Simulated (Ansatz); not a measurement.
# Si2GeF8: small, medium and large basis sets

One table from this session's results is given with a row withheld; the runs are named, their logs left out.

Program: Ansatz 0.2.0, Gaussian basis. Level of theory: one geometry, several basis sets. These are calculated values, not measurements.

Levels to be run: PBE0-D4/def2-SVP; ωB97M-V/def2-SVP; PBE0-D4/def2-QZVPP; ωB97M-V/def2-QZVPP; the functionals' def2-TZVPP values are taken from earlier runs.

## Structure used throughout

An earlier PBE0-D4 in a triple-zeta def2 set relaxation fixed the geometry.

SMILES `F[Si](F)(F)[Ge]([F])([F])[Si](F)(F)F`, 11 atoms, charge 0, spin multiplicity 1.

Atoms are counted from 1 here; the program's logs count them from 0.

Bond lengths: F1–Si2 1.574 Å, Si2–F3 1.570 Å, Si2–F4 1.573 Å, Si2–Ge5 2.393 Å, Ge5–F6 1.730 Å, Ge5–F7 1.730 Å, Ge5–Si8 2.393 Å, Si8–F9 1.573 Å, Si8–F10 1.570 Å, Si8–F11 1.574 Å. Angles: F1–Si2–F3 108.9°, F1–Si2–F4 108.3°, F1–Si2–Ge5 109.5°, F3–Si2–F4 108.9°, F3–Si2–Ge5 111.6°, F4–Si2–Ge5 109.6°, Si2–Ge5–F6 107.0°, Si2–Ge5–F7 107.0°, Si2–Ge5–Si8 122.4°, F6–Ge5–F7 105.1°, F6–Ge5–Si8 107.1°, F7–Ge5–Si8 107.0°, Ge5–Si8–F9 109.6°, Ge5–Si8–F10 111.6°, Ge5–Si8–F11 109.5°, F9–Si8–F10 108.9°, F9–Si8–F11 108.3°, F10–Si8–F11 108.9°.

The first run:

in.yaml

```yaml
crystal:
  periodic: [false, false, false]
  atoms:
    - {symbol: F, position_ang: [-2.544783, 0.982118, 0.740553]}
    - {symbol: Si, position_ang: [-1.242480, 0.693963, 1.575400]}
    - {symbol: F, position_ang: [-1.034578, 1.855826, 2.610538]}
    - {symbol: F, position_ang: [-1.445924, -0.655705, 2.358117]}
    - {symbol: Ge, position_ang: [0.627006, 0.488231, 0.095339]}
    - {symbol: F, position_ang: [2.028731, 0.242384, 1.079785]}
    - {symbol: F, position_ang: [0.861733, 2.035476, -0.643156]}
    - {symbol: Si, position_ang: [0.702989, -1.142700, -1.654563]}
    - {symbol: F, position_ang: [-0.498761, -0.910747, -2.643341]}
    - {symbol: F, position_ang: [2.047678, -1.062582, -2.460818]}
    - {symbol: F, position_ang: [0.563889, -2.583364, -1.037252]}
basis:
  gaussian: {orbitals: def2-SVP}
hamiltonian: {xc: pbe0, dispersion: d4}
output: {orbitals: {seedname: orbitals}}
```

Run with:

```sh
$ ansatz run in.yaml --threads 4 --pin off --events-out ev --progress --plain --max-ram 66560MiB --backend cpu
```

Steps of the session up to this table: PBE0-D4 in def2-SVP; ωB97M-V in def2-SVP; PBE0-D4 in def2-QZVPP; ωB97M-V in def2-QZVPP.

One table of the session follows, with a row left open; its other results are not shown here.

It belongs to the step «Functionals by basis». 

| functional | basis | HOMO (eV) | LUMO (eV) |
| --- | --- | --- | --- |
| PBE0-D4 | def2-SVP | -9.33 | -1.69 |
| PBE0-D4 | def2-TZVPP | -9.45 | -1.93 |
| PBE0-D4 | def2-QZVPP | -9.49 | -1.99 |
| ωB97M-V | def2-SVP | ? | ? |
| ωB97M-V | def2-TZVPP | -11.46 | -0.06 |
| ωB97M-V | def2-QZVPP | -11.51 | -0.18 |

Estimate the missing values for ωB97M-V, def2-SVP.

**Answer.** HOMO (eV): -11.32; LUMO (eV): 0.24. In the column «HOMO (eV)» it lies between ωB97M-V, def2-TZVPP (-11.46) and PBE0-D4, def2-QZVPP (-9.49).
